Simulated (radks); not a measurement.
# Polarisabilities and dispersion coefficients of Be, B⁺, C²⁺ and others

Aim: static dipole polarisabilities and C6 coefficients, each species in its NIST ground configuration. After each ground state the linear response is solved; its values go to the run's result record, not to the log. Response by self-consistent Sternheimer equations with the Hartree and adiabatic LDA kernel, the relativistic mass of each level held fixed and spin-orbit coupling left out.

Program: radks (a radial shooting solver on a logarithmic mesh, Libxc functionals) version 1. Level of theory: scalar-relativistic Kohn-Sham, PBE, spin-unpolarised, spherical densities, finite nucleus. These are calculated values, not measurements, unless marked.

## Step 1: The atom as given

| Item | Value |
| --- | --- |
| species | Be ([He] 2s2), B⁺ ([He] 2s2), C²⁺ ([He] 2s2), N³⁺ ([He] 2s2), O⁴⁺ ([He] 2s2), F⁵⁺ ([He] 2s2), Ne⁶⁺ ([He] 2s2), Mg⁸⁺ ([He] 2s2) |

In the logs a row gives level, spin channel, occupation and eigenvalue; Etot, Ekin, Encl (electron-nucleus), Eh (Hartree) and Exc are energies, all in hartree; err is the last residual, it the number of iterations.

## Step 2: Be, [He] 2s2

Settings of this run:

```text
Z 4
configuration [He] 2s2
relativity scalar-relativistic
functional pbe,pbe
spin unpolarised
nucleus finite rms 2.519 fm
c 137.035999084
response adiabatic LDA kernel
```

The log of the run:

```text
1s      1   2.0000          -3.90325923
2s      1   2.0000          -0.20615309
Etot -14.632871251048345
Ekin 14.566694812389526
Encl -33.650342560635615
Eh 7.170524050329825
Exc -2.7197475531320823
err 6.65516864802331e-10
it 13
```

Highest occupied level: 2s at -5.610 eV. The response step gives α = 42.64 bohr³ (77.72 without the induced potential) and C6 = 254.1 hartree bohr⁶.

From the orbitals of this run (lengths in bohr):

| level | occupation | energy (eV) | <r> | outermost maximum (interpolated) | 90 % within | nodes |
| --- | --- | --- | --- | --- | --- | --- |
| 1s | 2 | -106.21 | 0.4208 | 0.266 | 0.760 | 0 |
| 2s | 2 | -5.610 | 2.603 | 2.04 | 4.14 | 1 |

Radial density 4πr²ρ:

| r (bohr) | 4πr²ρ (e/bohr) |
| --- | --- |
| 0.0139 | 0.07765 |
| 0.0190 | 0.1391 |
| 0.0261 | 0.2490 |
| 0.0357 | 0.4303 |
| 0.0488 | 0.7232 |
| 0.0666 | 1.170 |
| 0.0917 | 1.818 |
| 0.125 | 2.603 |
| 0.171 | 3.396 |
| 0.234 | 3.910 |
| 0.320 | 3.814 |
| 0.440 | 2.955 |
| 0.601 | 1.729 |
| 0.821 | 0.7835 |
| 1.12 | 0.5039 |
| 1.55 | 0.6928 |
| 2.11 | 0.8117 |
| 2.88 | 0.5978 |
| 3.94 | 0.2546 |
| 5.43 | 0.05548 |
| 7.41 | 0.005585 |

## Step 3: B⁺, [He] 2s2

Settings of this run:

```text
Z 5
configuration [He] 2s2
relativity scalar-relativistic
functional pbe,pbe
spin unpolarised
nucleus finite rms 2.406 fm
c 137.035999084
response adiabatic LDA kernel
```

The log of the run:

```text
1s      1   2.0000          -7.11562884
2s      1   2.0000          -0.71701472
Etot -24.301138034883095
Ekin 24.23590980087568
Encl -54.613095329473495
Eh 9.619704075138225
Exc -3.543656581423507
err 1.94501395234687e-10
it 13
```

2s is the highest filled level (-19.511 eV). The response step gives α = 10.53 bohr³ (19.56 without the induced potential) and C6 = 28.39 hartree bohr⁶.

## Step 4: C²⁺, [He] 2s2

Settings of this run:

```text
Z 6
configuration [He] 2s2
relativity scalar-relativistic
functional pbe,pbe
spin unpolarised
nucleus finite rms 2.4702 fm
c 137.035999084
response adiabatic LDA kernel
```

The log of the run:

```text
1s      1   2.0000         -11.33874993
2s      1   2.0000          -1.48389780
Etot -36.47794909971182
Ekin 36.424248374773704
Encl -80.58159945534051
Eh 12.04259827176865
Exc -4.363196290913667
err 9.88066085676206e-10
it 13
```

2s is the highest filled level (-40.379 eV). The response step gives α = 4.158 bohr³ (7.730 without the induced potential) and C6 = 6.368 hartree bohr⁶.

## Step 5: N³⁺, [He] 2s2

Settings of this run:

```text
Z 7
configuration [He] 2s2
relativity scalar-relativistic
functional pbe,pbe
spin unpolarised
nucleus finite rms 2.5582 fm
c 137.035999084
response adiabatic LDA kernel
```

The log of the run:

```text
1s      1   2.0000         -16.56788930
2s      1   2.0000          -2.50354759
Etot -51.16298755578972
Ekin 51.13417319663372
Encl -111.57162703601975
Eh 14.45563682958467
Exc -5.181170545988356
err 7.993142494069267e-10
it 13
```

2s is the highest filled level (-68.125 eV). The response step gives α = 2.058 bohr³ (3.816 without the induced potential) and C6 = 2.021 hartree bohr⁶.

## Step 6: O⁴⁺, [He] 2s2

Settings of this run:

```text
Z 8
configuration [He] 2s2
relativity scalar-relativistic
functional pbe,pbe
spin unpolarised
nucleus finite rms 2.6991 fm
c 137.035999084
response adiabatic LDA kernel
```

The log of the run:

```text
1s      1   2.0000         -22.80204664
2s      1   2.0000          -3.77503389
Etot -68.35792843216525
Ekin 68.37148673431052
Encl -147.59541559526448
Eh 16.864660675200525
Exc -5.998660246411813
err 7.512166364879976e-10
it 13
```

Highest occupied level: 2s at -102.72 eV. The response step gives α = 1.166 bohr³ (2.156 without the induced potential) and C6 = 0.7930 hartree bohr⁶.

## Step 7: F⁵⁺, [He] 2s2

Settings of this run:

```text
Z 9
configuration [He] 2s2
relativity scalar-relativistic
functional pbe,pbe
spin unpolarised
nucleus finite rms 2.8976 fm
c 137.035999084
response adiabatic LDA kernel
```

The log of the run:

```text
1s      1   2.0000         -30.04144166
2s      1   2.0000          -5.29815019
Etot -88.0653603247342
Ekin 88.14392210650426
Encl -188.6654520315804
Eh 19.272393062256768
Exc -6.816223461914838
err 4.431084961670209e-10
it 13
```

The top filled level is 2s, -144.17 eV. The response step gives α = 0.7237 bohr³ (1.333 without the induced potential) and C6 = 0.3597 hartree bohr⁶.

## Step 8: Ne⁶⁺, [He] 2s2

Settings of this run:

```text
Z 10
configuration [He] 2s2
relativity scalar-relativistic
functional pbe,pbe
spin unpolarised
nucleus finite rms 3.0055 fm
c 137.035999084
response adiabatic LDA kernel
```

The log of the run:

```text
1s      1   2.0000         -38.28686627
2s      1   2.0000          -7.07299708
Etot -110.28849403421665
Ekin 110.46074957968271
Encl -234.79539579028915
Eh 21.680361584241414
Exc -7.634209407851635
err 5.697329907511494e-10
it 13
```

2s is the highest filled level (-192.47 eV). The response step gives α = 0.4793 bohr³ (0.8803 without the induced potential) and C6 = 0.1813 hartree bohr⁶.

## Step 9: Mg⁸⁺, [He] 2s2

Settings of this run:

```text
Z 12
configuration [He] 2s2
relativity scalar-relativistic
functional pbe,pbe
spin unpolarised
nucleus finite rms 3.057 fm
c 137.035999084
response adiabatic LDA kernel
```

The log of the run:

```text
1s      1   2.0000         -57.80062921
2s      1   2.0000         -11.37905284
Etot -162.29725612300714
Ekin 162.7715252664533
Encl -342.2970632357997
Eh 26.50068227984774
Exc -9.272400433508473
err 1.8692539103835875e-10
it 13
```

The top filled level is 2s, -309.64 eV. The response step gives α = 0.2410 bohr³ (0.4396 without the induced potential) and C6 = 0.05761 hartree bohr⁶.

## Step 10: What came out

| species | −ε(HOMO) (eV) | α (bohr³) | α uncoupled (bohr³) | C6 (hartree bohr⁶) | C8 (hartree bohr⁸) | recommended α (bohr³) |
| --- | --- | --- | --- | --- | --- | --- |
| Be | 5.610 | 42.64 | 77.72 | 254.1 | 12932 | 37.74 |
| B⁺ | 19.511 | 10.53 | 19.56 | 28.39 | 531.4 | - |
| C²⁺ | 40.379 | 4.158 | 7.730 | 6.368 | 59.97 | - |
| N³⁺ | 68.125 | 2.058 | 3.816 | 2.021 | 11.16 | - |
| O⁴⁺ | 102.72 | 1.166 | 2.156 | 0.7930 | 2.818 | - |
| F⁵⁺ | 144.17 | 0.7237 | 1.333 | 0.3597 | 0.8770 | - |
| Ne⁶⁺ | 192.47 | 0.4793 | 0.8803 | 0.1813 | 0.3178 | - |
| Mg⁸⁺ | 309.64 | 0.2410 | 0.4396 | 0.05761 | 0.05770 | - |

In words: Uncoupled leaves out the potential induced by the response; C6 and C8 are for like pairs. Be is the most polarisable and Mg⁸⁺ the least, a factor 177 apart. For the pair Be–Mg⁸⁺ the Casimir-Polder integral gives C6 = 2.554, the rule 2·Ca·Cb/(Ca·αb/αa + Cb·αa/αb) on the like-pair values 2.518. Against the recommended values (Schwerdtfeger and Nagle, 2023 table) the misses are Be +13 %. C8 is given only where no p, d or f shell is open.
